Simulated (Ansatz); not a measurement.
Working through a ladder of methods at one geometry of C2H7NSSi, SMILES CC(S)=N[SiH3]

With the Ansatz DFT code, driven from Python.

`c2h7nssi.xyz`
```text
12

C    -1.10570    0.36180    0.42950
C     0.11680   -0.30000    0.81770
S     0.19390   -0.79640    2.49090
N     1.21910   -0.56540    0.08120
Si    1.23270   -0.16890   -1.60560
H    -1.87050    0.49720    1.23850
H    -1.61330   -0.13890   -0.39120
H    -0.88480    1.43920    0.07520
H    -0.93000   -0.27570    2.98000
H     1.06930    1.30740   -1.68610
H     0.09810   -0.82890   -2.26730
H     2.55140   -0.58640   -2.12880
```

Interactive session:
```pycon
>>> from pathlib import Path
>>> import ansatz as az
>>> import numpy as np
>>> mol = az.Crystal.molecule_from_extxyz("c2h7nssi.xyz")
>>> calc = mol.calculation().basis(gaussian="cc-pVDZ")
>>> print("functional    E (Ha)        dipole (D)   HOMO (eV)  LUMO (eV)")
functional    E (Ha)        dipole (D)   HOMO (eV)  LUMO (eV)
>>> for name in ["revpbe", "cam_b3lyp", "lc_wpbe", "r2scan"]:
...     rep = calc.functional(name).forces().orbitals().run(threads=1, runs_dir="runs").report
...     lines = Path(rep["orbitals_path"]).read_text().splitlines()
...     field_of = lambda key: [line.split("=")[1].strip() for line in lines if line.startswith(key)]
...     orbitals = [(27.211386 * float(e), s, float(n)) for e, s, n in zip(field_of("Ene="), field_of("Spin="), field_of("Occup="))]
...     homo = max(e for e, _, n in orbitals if n > 0.5)
...     lumo = min(e for e, _, n in orbitals if n < 0.5)
...     dipole = 4.803205 * np.linalg.norm(rep["charge_distribution"]["dipole_moment_e_ang"])
...     print(f"{name:10s} {rep['free_energy_ev'] / 27.211386246:14.6f} {dipole:9.3f} {homo:11.3f} {lumo:10.3f}")
...
revpbe        -822.667097     3.147      -5.627     -1.789
cam_b3lyp     -822.772276     3.317      -8.171      0.271
lc_wpbe       -822.537216     3.458      -9.563      1.298
r2scan        -822.708062     3.331      -5.989     -1.751
```

Notes:
- Total energies depend on the basis set; only differences at equal settings carry meaning.
- The geometry is a force-field or estimated start, not a minimum of this method, and the basis set is short of its limit. A lower total doesn't mark the better method: functionals have no common bound, and MP2 and coupled cluster aren't variational.
- Levels such as HOMO and LUMO are orbital energies: with these approximate functionals they aren't the ionisation energy and electron affinity, and their gap isn't the fundamental gap.
- For Al to Cl the sets with a tight d function, cc-pV(X+d)Z, are usual.
- Run time: 14 s on 1 thread of Intel(R) Xeon(R) 6975P-C (Granite Rapids), with other jobs on the host, peak memory 0.36 GiB.

(Lines on the test bed's own set-up are left out of the output.)
